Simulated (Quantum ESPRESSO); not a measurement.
HgS3: zone-centre phonons under several settings

```
Hg S
1.0
     0.00000    3.32568    3.32568
     3.32568    0.00000    3.32568
     3.32568    3.32568    0.00000
Hg S
1 3
Direct
  0.00000 0.00000 0.00000
  0.75000 0.75000 0.75000
  0.50000 0.50000 0.50000
  0.25000 0.25000 0.25000
```

The cell was built by a generator and needn't be a form met in nature.

All runs used Quantum ESPRESSO 7.5; k mesh 2 × 2 × 2, shifted; relaxed cell; no spin polarisation; occupations fermi-dirac, width 0.05 eV.

```tsv
level	potentials	cutoff (eV)	volume (Å³/atom)	pressure (GPa)	lowest optical mode without the field (cm⁻¹)	highest optical mode without the field (cm⁻¹)
LDA	PseudoDojo 0.4.1 SR LDA standard	816	17.08	-0.1	370i	130
PBE	PseudoDojo 0.4.1 SR PBE standard	898	18.71	0.0	361i	110
PBEsol	PseudoDojo 0.4.1 SR PBEsol standard	898	?	0.0	?	?
RPBE	PseudoDojo 0.4.1 SR PBE standard	898	19.40	0.0	359i	100
AM05	PseudoDojo 0.4.1 SR PBE standard	898	17.48	0.0	371i	123
PW91	PseudoDojo 0.4.1 SR PBE standard	898	18.78	0.0	358i	108
vdW-DF-cx	PseudoDojo 0.4.1 SR PBE standard	898	17.90	0.0	360i	127
```

Problem. What stands in the row left open?

Solution. Volume 17.49 Å³/atom; lowest optical mode without the field 368i cm⁻¹; highest optical mode without the field 125 cm⁻¹.

Values marked i are imaginary: the cell is unstable against those modes at that level, or the meshes are too thin.

Caveats: all runs use coarse meshes; the mesh is thin for the phonons of a metal; some modes are imaginary; the potentials were made for another functional, which shifts forces and pressure (some runs).

For the row left open. Caveat: the k mesh is coarse (spacing up to 0.82 Å⁻¹), so the values aren't converged; the mesh is thin for the phonons of a metal; some modes are imaginary.
